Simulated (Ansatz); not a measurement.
Geometry optimisation, DFT PBE, scalar-relativistic, plane waves, PAW in Ansatz.

The input (input.yaml):

```yaml
crystal:
  lattice:
    - [5.351667, 0.0, 0.0]
    - [-2.675833, 9.883709, 0.0]
    - [0.0, 0.0, 16.043878]
  atoms:
    - { symbol: Ti, position: [0.0, 0.0, 0.0623291] }
    - { symbol: Ti, position: [0.6524859, 0.8049717, 0.1827444] }
    - { symbol: O, position: [0.9035764, 0.8071528, 0.0957403] }
    - { symbol: O, position: [0.5560623, 0.6121246, 0.2161556] }
    - { symbol: O, position: [0.7489095, 0.9978189, 0.1493331] }
    - { symbol: O, position: [0.3647475, 0.729495, 0.1091947] }
    - { symbol: Ti, position: [0.2683239, 0.5366478, 0.1426059] }
    - { symbol: Ti, position: [0.384162, 0.2683239, 0.1024675] }
    - { symbol: O, position: [0.1719003, 0.3438007, 0.1760172] }
    - { symbol: O, position: [0.2877384, 0.0754767, 0.1358787] }
    - { symbol: O, position: [0.4805855, 0.4611711, 0.0690563] }
    - { symbol: O, position: [0.6330714, 0.2661428, 0.1894716] }
    - { symbol: Ti, position: [0.5366478, 0.0732957, 0.2228828] }
    - { symbol: Ti, position: [0.1891337, 0.8782674, 0.3432981] }
    - { symbol: O, position: [0.4402242, 0.8804485, 0.256294] }
    - { symbol: O, position: [0.0927101, 0.6854202, 0.3767093] }
    - { symbol: O, position: [0.2855573, 0.0711146, 0.3098868] }
    - { symbol: O, position: [0.9013953, 0.8027907, 0.2697484] }
    - { symbol: Ti, position: [0.8049717, 0.6099435, 0.3031596] }
    - { symbol: Ti, position: [0.9208098, 0.3416196, 0.2630212] }
    - { symbol: O, position: [0.7085482, 0.4170963, 0.3365709] }
    - { symbol: O, position: [0.8243862, 0.1487724, 0.2964324] }
    - { symbol: O, position: [0.0172334, 0.5344668, 0.22961] }
    - { symbol: O, position: [0.1697193, 0.3394385, 0.3500253] }
    - { symbol: B, position: [0.8637864, 0.5696425, 0.4546206] }
    - { symbol: H, position: [1.0903044, 0.5794288, 0.4657464] }
    - { symbol: H, position: [0.7868363, 0.6686709, 0.4657464] }
    - { symbol: H, position: [0.7142185, 0.4608279, 0.4657464] }
basis:
  ecutwfc: 420.0
kpoints:
  mp_grid: { grid: [3, 2, 1] }
hamiltonian:
  xc: pbe
  pseudopotentials: { kind: paw, azcp: { folder: soft_1 } }
scf:
  occupations: { method: gaussian, width: 0.05 }
  lower_state_search: "off"
relax:
  f_tol: 0.03
  max_steps: 60
  adjacent_minimum: "off"
  constraints: [{ sites: [0, 2, 4, 5, 6, 7, 9, 10] }]
```

Launched with:

```bash
$ ansatz run input.yaml --threads 4 --pin off --max-ram 10240MiB --backend cpu --events-out ev --progress --plain --runs-dir out
```

Where does it end, and by what steps?

The forces met the threshold. The force dipped under the threshold on the way, but the program's further checks kept it going. Limits of this set-up: coarse k mesh, thin slab, slab without dipole correction. After 36 steps the energy has fallen by 8.317 eV; H28 moved furthest, 2.80 Å. Parted: Ti19–B25. Joined: Ti14–B25, Ti14–H27.

| step | energy less start (eV) | largest force component (eV/Å) | accepted |
| --- | --- | --- | --- |
| 0 | 0.0000 | 5.390 | yes |
| 2 | -5.6115 | 1.872 | yes |
| 4 | -6.6992 | 0.934 | yes |
| 6 | -7.2595 | 0.930 | yes |
| 8 | -7.4298 | 0.300 | yes |
| 10 | -7.5436 | 0.199 | yes |
| 12 | -7.6224 | 0.169 | yes |
| 14 | -7.7004 | 0.231 | yes |
| 16 | -7.8645 | 0.274 | yes |
| 18 | -8.1419 | 0.273 | yes |
| 20 | -8.2732 | 0.204 | yes |
| 22 | -8.2913 | 0.048 | yes |
| 24 | -8.2998 | 0.116 | yes |
| 26 | -8.3061 | 0.139 | yes |
| 28 | -8.3095 | 0.175 | yes |
| 30 | -8.3131 | 0.128 | yes |
| 32 | -8.3157 | 0.070 | yes |
| 34 | -8.3164 | 0.027 | yes |
| 36 | -8.3168 | 0.020 | yes |

```xyz
28
Lattice="5.3517 0.0000 0.0000 -2.6758 9.8837 0.0000 0.0000 0.0000 16.0439" Properties=species:S:1:pos:R:3
Ti 0.000 0.000 1.000
Ti 1.237 7.891 2.844
O 2.676 7.978 1.536
O 1.183 5.942 3.536
O 1.338 9.862 2.396
O 0.000 7.210 1.752
Ti 0.000 5.304 2.288
Ti 1.338 2.652 1.644
O -0.244 3.057 2.384
O 1.338 0.746 2.180
O 1.338 4.558 1.108
O 2.458 2.695 2.992
Ti 2.505 0.856 3.962
Ti -1.466 8.592 5.266
O -0.094 8.729 4.064
O -1.277 6.741 5.906
O 1.230 0.565 5.209
O 2.442 7.915 4.415
Ti 2.806 5.793 4.768
Ti 4.217 3.308 4.431
O 2.942 4.284 5.579
O 3.859 1.469 4.864
O -1.513 5.167 3.377
O 0.324 3.667 5.076
B 4.541 7.269 7.213
H 5.744 7.172 7.371
H 4.337 8.574 7.102
H 3.841 6.969 8.154
```

Whether the end is a true minimum wasn't checked by a vibrational analysis.

Time of the run: 11 min on 4 threads of Arm Neoverse V1, with other jobs on the host, peak memory 2.2 GiB.
